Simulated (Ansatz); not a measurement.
# ClGeH₂O+ (SMILES [OH][GeH+][Cl]): one structure at several levels

A test off equilibrium: a structure displaced at random from a GFN2-xTB minimum is computed at several levels, and each is set against CCSD(T).

Method: single points in def2-TZVPP; program: Ansatz 0.2.0, Gaussian basis.

Cores are frozen in the correlated methods. Filled d shells of the heavier atoms are correlated.

### 1 Where the work starts

5 atoms, charge 1, spin multiplicity 1.

Atoms are counted from 1 here; the program's logs count them from 0.

Bond lengths: O1–Ge2 1.690 Å, O1–H4 0.941 Å, Ge2–Cl3 2.046 Å, Ge2–H5 1.583 Å. Angles: Ge2–O1–H4 133.8°, O1–Ge2–Cl3 118.3°, O1–Ge2–H5 102.8°, Cl3–Ge2–H5 139.0°.

As a file:

```xyz
5

O    -1.0432    0.2545   -0.4592
Ge    0.5034    0.1042    0.2055
Cl    1.2449   -1.7762    0.5193
H    -1.7503   -0.3492   -0.6056
H     0.9501    1.6105    0.3950
```

### 2 CCSD(T)/def2-TZVPP

run/in.yaml

```yaml
crystal:
  periodic: [false, false, false]
  atoms:
    - {symbol: O, position_ang: [-1.043200, 0.254500, -0.459200]}
    - {symbol: Ge, position_ang: [0.503400, 0.104200, 0.205500]}
    - {symbol: Cl, position_ang: [1.244900, -1.776200, 0.519300]}
    - {symbol: H, position_ang: [-1.750300, -0.349200, -0.605600]}
    - {symbol: H, position_ang: [0.950100, 1.610500, 0.395000]}
basis:
  gaussian: {orbitals: def2-TZVPP}
total_charge: 1
correlation: {method: ccsd_t}
output: {forces: true}
```

The command line of these runs was not kept.

### 3 PBE0-D4/def2-TZVPP

run/in.yaml: that of step 2 with these lines changed.

```diff
@@ -11,3 +11,3 @@
 total_charge: 1
-correlation: {method: ccsd_t}
-output: {forces: true}
+hamiltonian: {xc: pbe0, dispersion: d4}
+output: {forces: true, orbitals: {seedname: orbitals}}
```

### 4 wB97M-V/def2-TZVPP

run/in.yaml: that of step 3 with these lines changed.

```diff
@@ -11,3 +11,3 @@
 total_charge: 1
-hamiltonian: {xc: pbe0, dispersion: d4}
-output: {forces: true, orbitals: {seedname: orbitals}}
+hamiltonian: {xc: {name: wB97M-V}}
+output: {forces: true}
```

### 5 r2SCAN-D4/def2-TZVPP

run/in.yaml: that of step 4 with these lines changed.

```diff
@@ -11,3 +11,3 @@
 total_charge: 1
-hamiltonian: {xc: {name: wB97M-V}}
+hamiltonian: {xc: r2scan, dispersion: d4}
 output: {forces: true}
```

### 6 PBE-D4/def2-TZVPP

run/in.yaml: that of step 5 with these lines changed.

```diff
@@ -11,3 +11,3 @@
 total_charge: 1
-hamiltonian: {xc: r2scan, dispersion: d4}
+hamiltonian: {xc: pbe, dispersion: d4}
 output: {forces: true}
```

### 7 SPW92/def2-TZVPP

run/in.yaml: that of step 6 with these lines changed.

```diff
@@ -11,3 +11,3 @@
 total_charge: 1
-hamiltonian: {xc: pbe, dispersion: d4}
+hamiltonian: {xc: lda}
 output: {forces: true}
```

### 8 B97M-V/def2-TZVPP

run/in.yaml: that of step 7 with these lines changed.

```diff
@@ -11,3 +11,3 @@
 total_charge: 1
-hamiltonian: {xc: lda}
+hamiltonian: {xc: {name: B97M-V}}
 output: {forces: true}
```

(Steps that only read results are left out.)

Before running it: what results should come out? Wanted: energy less free atoms, CCSD(T)/def2-TZVPP; RMS force component; RMS force error; HOMO and LUMO, PBE0-D4; T1 diagnostic.

The runs gave:

| quantity | value |
| --- | --- |
| energy less free atoms, CCSD(T)/def2-TZVPP | -646.0 kJ/mol |
| RMS force component | 0.616 to 0.823 eV/Å over the methods |
| RMS force error | PBE0-D4 0.064, wB97M-V 0.051, r2SCAN-D4 0.050, PBE-D4 0.272, SPW92 0.315, B97M-V 0.083 eV/Å |
| HOMO and LUMO, PBE0-D4 | -15.74 and -8.49 eV |
| T1 diagnostic | 0.014 |

What this shows: Against CCSD(T) the functionals' energies less atoms differ by -292.5 to -13.4 kJ/mol, PBE-D4 by -64.4 kJ/mol. The reference is not at the basis limit: in triple zeta CCSD(T) underbinds, which counts against methods that bind more; the gaps are no ranking. The forces of r2SCAN-D4 come nearest to CCSD(T), those of SPW92 are farthest. Frozen-core CCSD(T) forces in triple zeta carry basis errors of their own, and this is one geometry, so small gaps rank nothing.
